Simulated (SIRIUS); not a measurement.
# TiAl3 (I4/mmm) in SIRIUS: reference runs

Aim: a first look at TiAl3 with PBEsol, on the cell as given.

All numbers are computed with SIRIUS 7.10.0; they aren't measurements. Logs are shortened: lines on timing, memory, paths and dates and some standing lists are left out, and cuts for length are marked. The log counts tension as positive stress, the text compression.

## (1) The crystal as given

It takes space group I4/mmm (No. 139, tetragonal). Conventional cell: a = 3.822 Å, b = 3.822 Å, c = 8.561 Å, α = 90.00°, β = 90.00°, γ = 90.00°. Around Ti (site symmetry 4/mmm) lie 12 Al at 2.70 to 2.87 Å. Al (site symmetry -4m2) is surrounded by 8 Al at 2.70 to 2.87 Å and 4 Ti at 2.87 Å. Al (site symmetry 4/mmm) is surrounded by 4 Ti at 2.70 Å and 8 Al at 2.87 Å.

The cell comes from a database or a generator and needn't be the stable form of this composition.

## (2) Single point, PBEsol

File sirius.json:

```json
{
  "control": {
    "processing_unit": "cpu",
    "verbosity": 2,
    "num_bands_to_print": 18,
    "print_forces": true,
    "print_stress": true
  },
  "parameters": {
    "electronic_structure_method": "pseudopotential",
    "xc_functionals": ["XC_GGA_X_PBE_SOL", "XC_GGA_C_PBE_SOL"],
    "gk_cutoff": 9.2,
    "pw_cutoff": 18.4,
    "ngridk": [10, 10, 10],
    "shiftk": [0, 0, 0],
    "smearing": "fermi_dirac",
    "smearing_width": 0.0018374661,
    "num_bands": 18,
    "num_mag_dims": 0,
    "num_dft_iter": 100,
    "energy_tol": 1e-08,
    "density_tol": 1e-06
  },
  "iterative_solver": {
    "type": "davidson",
    "min_tolerance": 1e-09,
    "tolerance_scale": [0.1, 0.25]
  },
  "mixer": {
    "type": "anderson",
    "beta": 0.7,
    "max_history": 8
  },
  "settings": {
    "tol_ne": 1e-10,
    "pseudo_grid_cutoff": 6.5
  },
  "unit_cell": {
    "lattice_vectors": [
      [-3.611468392675, 3.611468392675, 8.089291652215],
      [3.611468392675, -3.611468392675, 8.089291652215],
      [3.611468392675, 3.611468392675, -8.089291652215]
    ],
    "atom_coordinate_units": "lattice",
    "atom_types": ["Ti", "Al"],
    "atom_files": {
      "Ti": "Ti.json",
      "Al": "Al.json"
    },
    "atoms": {
      "Ti": [
        [0.0, 0.0, 0.0]
      ],
      "Al": [
        [0.25, 0.75, 0.5],
        [0.75, 0.25, 0.5],
        [0.5, 0.5, 0.0]
      ]
    }
  }
}
```

Potentials or basis: PseudoDojo 0.4.1 PBEsol standard (scalar relativistic).

Started as:

```console
$ upf_to_json Ti.upf
$ upf_to_json Al.upf
$ OMP_NUM_THREADS=1 sirius.scf --input=sirius.json --output=out.json --task=0
```

Output:

```text
[info] SIRIUS version : 7.10.0
[info] number of MPI ranks           : 1
[info] MPI grid                      : 1 1
[info] maximum number of OMP threads : 1
[fft] FFT context for density and potential
[fft] =====================================
[fft]   comm size                             : 1
[fft]   plane wave cutoff                     : 18.4
[fft]   grid size                             : 60 60 60   total : 216000
[fft]   grid limits                           : -29 30   -29 30   -29 30
[fft]   number of G-vectors within the cutoff : 22096
[fft]   local number of G-vectors             : 22096
[fft]   number of G-shells                    : 3155
[fft] FFT context for coarse grid
[fft] =====================================
[fft]   comm size                             : 1
[fft]   plane wave cutoff                     : 18.4
[fft]   grid size                             : 60 60 60   total : 216000
[fft]   grid limits                           : -29 30   -29 30   -29 30
[fft]   number of G-vectors within the cutoff : 22096
[fft]   local number of G-vectors             : 22096
[fft]   number of G-shells                    : 3155
[unit cell] lattice vectors
[unit cell]   a1 :      -3.6114683927      3.6114683927      8.0892916522
[unit cell]   a2 :       3.6114683927     -3.6114683927      8.0892916522
[unit cell]   a3 :       3.6114683927      3.6114683927     -8.0892916522
[unit cell] reciprocal lattice vectors
[unit cell]   b1 :       0.0000000000      0.8698934372      0.3883643697
[unit cell]   b2 :       0.8698934372      0.0000000000      0.3883643697
[unit cell]   b3 :       0.8698934372      0.8698934372     -0.0000000000
[unit cell] unit cell volume :       422.02494478 [a.u.^3]
[unit cell] 1/sqrt(omega)    :         0.04867780
[unit cell] MT volume        :         0.00000000 ( 0.00%)
[unit cell] IT volume        :       422.02494478 (100.00%)
[unit cell] number of atom types : 2
[unit cell] type id : 0 symbol : Ti mt_radius :  15.850000 num_atoms : 1
[unit cell] type id : 1 symbol : Al mt_radius :  18.750000 num_atoms : 3
[unit cell] total number of atoms : 4
[unit cell] number of symmetry classes : 3
[unit cell] number of PAW atoms : 0
[unit cell] atom id  type id  class id             position                      vector_field
[unit cell] ------------------------------------------------------------------------------------------
[unit cell]      0        0        0      0.00000   0.00000   0.00000      0.00000   0.00000   0.00000
[unit cell]      1        1        1      0.25000   0.75000   0.50000      0.00000   0.00000   0.00000
[unit cell]      2        1        1      0.75000   0.25000   0.50000      0.00000   0.00000   0.00000
[unit cell]      3        1        2      0.50000   0.50000   0.00000      0.00000   0.00000   0.00000
[unit cell] atom id         position (Cartesian, a.u.)
[unit cell] ---------------------------------------------
[unit cell]      0       0.000000    0.000000    0.000000
[unit cell]      1       3.611468    0.000000    4.044646
[unit cell]      2       0.000000    3.611468    4.044646
[unit cell]      3       0.000000    0.000000    8.089292
[unit cell] class id : 0 atom id : 0
[unit cell] class id : 1 atom id : 1 2
[unit cell] class id : 2 atom id : 3
[unit cell] minimum bond length:     5.107388
[unit cell] total number of pseudo wave-functions: 22
[sym] space group number   : 139
[sym] international symbol : I4/mmm
[sym] Hall symbol          : -I 4 2
[... 306 lines left out ...]
[diagonalize] ik:    2   -1.712006   -0.846014   -0.845623   -0.842912   -0.000255    0.209843    0.249953    0.283107    0.311336    0.317953    0.353657    0.392099    0.426648    0.453565    0.476083    0.503953    0.506517    0.562106
[diagonalize] ik:    3   -1.711990   -0.846340   -0.845601   -0.842897    0.022063    0.176552    0.227387    0.267105    0.321308    0.330191    0.350083    0.395661    0.432089    0.454033    0.481768    0.517359    0.531838    0.552709
[diagonalize] ik:    4   -1.711977   -0.846604   -0.845583   -0.842885    0.052228    0.133231    0.220696    0.251740    0.316851    0.340656    0.362771    0.410755    0.440545    0.445240    0.477789    0.514524    0.525678    0.574060
[diagonalize] ...
[diagonalize] ik:   97   -1.712004   -0.846021   -0.845630   -0.842996    0.054474    0.088769    0.211098    0.316810    0.317617    0.362641    0.380892    0.385706    0.398401    0.489317    0.533391    0.534805    0.566021    0.573254
[diagonalize] ik:   98   -1.712011   -0.845754   -0.845745   -0.843018    0.047905    0.081496    0.251540    0.278417    0.347397    0.363620    0.371663    0.379071    0.395639    0.491591    0.536931    0.558665    0.570192    0.574149
[diagonalize] ik:   99   -1.712016   -0.845758   -0.845650   -0.843028    0.039871    0.083709    0.256915    0.313559    0.318563    0.363081    0.377295    0.379764    0.392136    0.474340    0.528189    0.559887    0.577026    0.583827
[diagonalize] ik:  100   -1.712021   -0.845657   -0.845657   -0.843033    0.026999    0.093188    0.280937    0.318120    0.318120    0.346455    0.382924    0.382924    0.388650    0.454485    0.516701    0.568125    0.568125    0.570137
[diagonalize] ik:  101   -1.712020   -0.845657   -0.845657   -0.843044    0.041309    0.073968    0.279257    0.319615    0.319615    0.344505    0.379483    0.379483    0.389085    0.466397    0.529092    0.578454    0.586036    0.586036
[find] Charges and magnetic moments
[find] --------------------------------------------------------------------------------
[find] total charge          : 21.000000
[find] Energy
[find] --------------------------------------------------------------------------------
[find] valence_eval_sum               :      -5.53919705
[find] <rho|V^{XC}>                   :     -13.05837135
[find] <rho|E^{XC}>                   :     -11.97229334
[find] <mag|B^{XC}>                   :       0.00000000
[find] <rho|V^{H}>                    :      38.08010765
[find] one-electron contribution      :     -30.56093335 (Ha),     -61.12186670 (Ry)
[find] hartree contribution           :      19.04005382
[find] xc contribution                :     -11.97229334
[find] ewald contribution             :     -42.82732031
[find] PAW contribution               :       0.00000000
[find] smearing (-TS)                 :      -0.00049177
[find] SCF correction                 :      -0.00002368
[find] Total energy                   :     -66.32051685 (Ha),    -132.64103370 (Ry)
[find] Free energy (E-TS)             :     -66.32100862 (Ha),    -132.64201725 (Ry)
[find] band gap (eV)                  :       0.00000000
[find] Efermi                         :       0.35327646
[find] iteration : 12, RMS : 3.069121000257e-07, energy difference : 8.746923185754e-09
[find] Hartree energy of density residual : 7.476430523794e-11
[find] bands are converged : true
[find] iterative solver converged : true
[find] converged after 13 SCF iterations!
[find] Charges and magnetic moments
[find] --------------------------------------------------------------------------------
[find] total charge          : 21.000000
[find] Energy
[find] --------------------------------------------------------------------------------
[find] valence_eval_sum               :      -5.53919705
[find] <rho|V^{XC}>                   :     -13.05837135
[find] <rho|E^{XC}>                   :     -11.97229334
[find] <mag|B^{XC}>                   :       0.00000000
[find] <rho|V^{H}>                    :      38.08010765
[find] one-electron contribution      :     -30.56093335 (Ha),     -61.12186670 (Ry)
[find] hartree contribution           :      19.04005382
[find] xc contribution                :     -11.97229334
[find] ewald contribution             :     -42.82732031
[find] PAW contribution               :       0.00000000
[find] smearing (-TS)                 :      -0.00049177
[find] SCF correction                 :      -0.00002368
[find] Total energy                   :     -66.32051685 (Ha),    -132.64103370 (Ry)
[find] Free energy (E-TS)             :     -66.32100862 (Ha),    -132.64201725 (Ry)
[find] band gap (eV)                  :       0.00000000
[find] Efermi                         :       0.35327646
[ground_state] === stress tensor components [kbar] ===
[ground_state] === stress_kin ===
[ground_state] -12137.567068   -0.000000    0.000000
[ground_state]    -0.000000-12137.567068    0.000000
[ground_state]     0.000000    0.000000-12306.467122
[ground_state] === stress_har ===
[ground_state] -4944.787669   -0.000000    0.000000
[ground_state]    -0.000000-4944.787669    0.000000
[ground_state]     0.000000    0.000000-3383.991948
[ground_state] === stress_ewald ===
[ground_state]  9275.502918    0.000000   -0.000000
[ground_state]     0.000000 9275.502918   -0.000000
[ground_state]    -0.000000   -0.00000011305.596623
[ground_state] === stress_vloc ===
[ground_state]  7488.405443    0.000000   -0.000000
[ground_state]     0.000000 7488.405443   -0.000000
[ground_state]    -0.000000   -0.000000 3988.422156
[ground_state] === stress_xc ===
[ground_state]   787.939668    0.000000   -0.000000
[ground_state]     0.000000  787.939668   -0.000000
[ground_state]    -0.000000   -0.000000  787.205937
[ground_state] === stress_core ===
[ground_state]  1681.939884    0.000000   -0.000000
[ground_state]     0.000000 1681.939884   -0.000000
[ground_state]    -0.000000   -0.000000 1678.567066
[ground_state] === stress_nonloc ===
[ground_state] -2145.760639   -0.000000    0.000000
[ground_state]    -0.000000-2145.760639    0.000000
[ground_state]     0.000000    0.000000-2062.873388
[ground_state] === stress_us_nl ===
[ground_state] -2145.760639   -0.000000    0.000000
[ground_state]    -0.000000-2145.760639    0.000000
[ground_state]     0.000000    0.000000-2062.873388
[ground_state] === stress_total ===
[ground_state]     5.672537   -0.000000   -0.000000
[ground_state]    -0.000000    5.672537   -0.000000
[ground_state]    -0.000000   -0.000000    6.459324
[ground_state] ==== total Forces in Ha/bohr =====
[ground_state] atom:    0, force:       0.0000000      0.0000000      0.0000000
[ground_state] atom:    1, force:       0.0000000     -0.0000000     -0.0000000
[ground_state] atom:    2, force:      -0.0000000      0.0000000      0.0000000
[ground_state] atom:    3, force:       0.0000000      0.0000000      0.0000000
[ground_state] ==== ultrasoft contribution from Qij =====
[ground_state] atom:    0, force:       0.0000000      0.0000000      0.0000000
[ground_state] atom:    1, force:       0.0000000      0.0000000      0.0000000
[ground_state] atom:    2, force:       0.0000000      0.0000000      0.0000000
[ground_state] atom:    3, force:       0.0000000      0.0000000      0.0000000
[ground_state] ==== non-local contribution from Beta-projector =====
[ground_state] atom:    0, force:       0.0000000      0.0000000      0.0000000
[ground_state] atom:    1, force:       0.0000000     -0.0000000     -0.0000000
[ground_state] atom:    2, force:       0.0000000      0.0000000      0.0000000
[ground_state] atom:    3, force:       0.0000000      0.0000000      0.0000000
[ground_state] ==== contribution from local potential =====
[ground_state] atom:    0, force:       0.0000000      0.0000000      0.0000000
[ground_state] atom:    1, force:       0.0000000     -0.0000000      0.0000000
[ground_state] atom:    2, force:      -0.0000000      0.0000000      0.0000000
[ground_state] atom:    3, force:       0.0000000      0.0000000      0.0000000
[ground_state] ==== contribution from core density =====
[ground_state] atom:    0, force:       0.0000000      0.0000000      0.0000000
[ground_state] atom:    1, force:       0.0000000     -0.0000000      0.0000000
[ground_state] atom:    2, force:       0.0000000      0.0000000      0.0000000
[ground_state] atom:    3, force:       0.0000000      0.0000000      0.0000000
[ground_state] ==== Ewald forces from ions =====
[ground_state] atom:    0, force:       0.0000000      0.0000000      0.0000000
[ground_state] atom:    1, force:       0.0000000      0.0000000      0.0000000
[ground_state] atom:    2, force:       0.0000000     -0.0000000      0.0000000
[ground_state] atom:    3, force:       0.0000000      0.0000000      0.0000000
[~DFT_ground_state] local op. applied: 64007
[~DFT_ground_state] evp. work count: 15599.4
[~DFT_ground_state] number of iterative solver steps: 5394
```

Wall time 6.3 min (1 thread of Arm Neoverse V2, shared host); peak memory 1.6 GiB.

Results:

```
Free energy            : -1804.6866 eV
Pressure               : -0.6 GPa
Band gap on the k mesh : none (metal or under the smearing width)
```
